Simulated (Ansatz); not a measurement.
# Si2Ni: the cost of one run

Computed with Ansatz 0.2.0 (DFT PBE, scalar-relativistic, plane waves, PAW, unless a step's input says otherwise).

The COD entry's cell or inner coordinates are ideal or old and differ from later refinements, so a difference from it is no clean test against experiment.

27 further runs of the same task are left out: 27 set aside as unsound or not needed. Runs told in other sessions of the task aren't counted.

### 1 The system as given

Symmetry: Fm-3m, No. 225, cubic system. The conventional cell has a = 5.335 Å, b = 5.335 Å, c = 5.335 Å, α = 90.00°, β = 90.00°, γ = 90.00°. Si (site symmetry -43m) has 4 Ni at 2.31 Å in its first shell of neighbours. Around Ni (site symmetry m-3m) lie 8 Si at 2.31 Å.

As a file:

```cif
data_structure
_symmetry_space_group_name_H-M 'P 1'
_symmetry_Int_Tables_number 1
_cell_length_a 3.7725
_cell_length_b 3.7725
_cell_length_c 3.7725
_cell_angle_alpha 60.000
_cell_angle_beta 60.000
_cell_angle_gamma 60.000
_cell_volume 37.97
loop_
_atom_site_label
_atom_site_type_symbol
_atom_site_fract_x
_atom_site_fract_y
_atom_site_fract_z
_atom_site_occupancy
Si1 Si 0.25000 0.25000 0.25000 1
Si2 Si 0.75000 0.75000 0.75000 1
Ni1 Ni 0.00000 0.00000 0.00000 1
```

### 2 Volume 12.655 Å³ an atom, total moment held at 0.125 muB a cell

File input.yaml:

```yaml
crystal:
  lattice:
    - [0.0, 2.667582151, 2.667582151]
    - [2.667582151, 0.0, 2.667582151]
    - [2.667582151, 2.667582151, 0.0]
  atoms:
    - { symbol: Si, position: [0.25, 0.25, 0.25] }
    - { symbol: Si, position: [0.75, 0.75, 0.75] }
    - { symbol: Ni, position: [0.0, 0.0, 0.0], spin: 0.125 }
basis:
  ecutwfc: 520.0
kpoints:
  mp_grid: { grid: [14, 14, 14] }
hamiltonian:
  xc: pbe
  pseudopotentials: { kind: paw, azcp: { folder: soft_1 } }
scf:
  occupations: { method: gaussian, width: 0.15 }
  lower_state_search: "off"
output:
  forces: true
  stress: true
  eigenvalues: true
  populations: true
magnetization:
  spin_polarized: true
  initial_magnetization: 0.125
  spin_locking: { lock_magnetization: hard }
```

Started as:

```
ansatz run input.yaml --threads 2 --pin off --max-ram 4096MiB --backend cpu --events-out ev --progress --plain --runs-dir out
```

What time and memory should one allow on 2 threads of Arm Neoverse N1, shared host?

About 15 s, with a peak of 0.41 GiB.
